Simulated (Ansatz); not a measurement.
**CH₄GeS (SMILES S=[CH][GeH3]): one structure at several levels**

The task here is to estimate one member of a computed series from the others.

The runs use Ansatz 0.2.0, Gaussian basis; single points in def2-TZVPP.

Correlated methods freeze the cores. Filled d shells of the heavier atoms are correlated.

### The starting structure

7 atoms, charge 0, spin multiplicity 1.

Atoms are counted from 1 here; the program's logs count them from 0.

Bond lengths: S1–C2 1.717 Å, C2–Ge3 1.988 Å, C2–H4 1.102 Å, Ge3–H5 1.555 Å, Ge3–H6 1.561 Å, Ge3–H7 1.541 Å. Angles: S1–C2–Ge3 123.6°, S1–C2–H4 103.9°, Ge3–C2–H4 132.5°, C2–Ge3–H5 110.0°, C2–Ge3–H6 106.1°, C2–Ge3–H7 107.1°, H5–Ge3–H6 110.9°, H5–Ge3–H7 107.3°, H6–Ge3–H7 115.2°.

Geometry (Å):

```
S    -0.39040   -2.09740    1.27410
C    -0.59020   -0.96490   -0.00070
Ge    0.34470    0.78820   -0.07000
H    -1.29640   -1.45990   -0.68610
H     0.03900    1.50240   -1.41720
H    -0.19780    1.61740    1.13600
H     1.85800    0.49720   -0.03940
```

The first run:

Input file run/in.yaml:

```yaml
crystal:
  periodic: [false, false, false]
  atoms:
    - {symbol: S, position_ang: [-0.390400, -2.097400, 1.274100]}
    - {symbol: C, position_ang: [-0.590200, -0.964900, -0.000700]}
    - {symbol: Ge, position_ang: [0.344700, 0.788200, -0.070000]}
    - {symbol: H, position_ang: [-1.296400, -1.459900, -0.686100]}
    - {symbol: H, position_ang: [0.039000, 1.502400, -1.417200]}
    - {symbol: H, position_ang: [-0.197800, 1.617400, 1.136000]}
    - {symbol: H, position_ang: [1.858000, 0.497200, -0.039400]}
basis:
  gaussian: {orbitals: def2-TZVPP}
correlation: {method: ccsd_t}
output: {forces: true}
```

No record of the launch command was kept for these runs.

Steps of the session up to this table: CCSD(T)/def2-TZVPP; PBE0-D4/def2-TZVPP; wB97M-V/def2-TZVPP; r2SCAN-D4/def2-TZVPP; PBE-D4/def2-TZVPP; revPBE-D4/def2-TZVPP; r2SCAN0-D4/def2-TZVPP.

One table of the session follows, with a row left open; its other results are not shown here.

```
    method  RMS force component (eV/Å)  angle to CCSD(T) forces (°)  dipole (D)
   CCSD(T)                       0.895                    reference        1.82
   PBE0-D4                       1.108                          7.4        2.02
   wB97M-V                       1.160                          6.9        2.00
 r2SCAN-D4                       1.016                          4.8        2.02
    PBE-D4                       0.922                          9.1        1.85
 revPBE-D4                       0.896                          9.4        1.86
r2SCAN0-D4                           ?                            ?           ?
```

**Question.** Estimate the row for r2SCAN0-D4.

The run gave: RMS force component (eV/Å): 1.163; angle to CCSD(T) forces (°): 6.4; dipole (D): 2.11. In the column «RMS force component (eV/Å)» it is the highest.
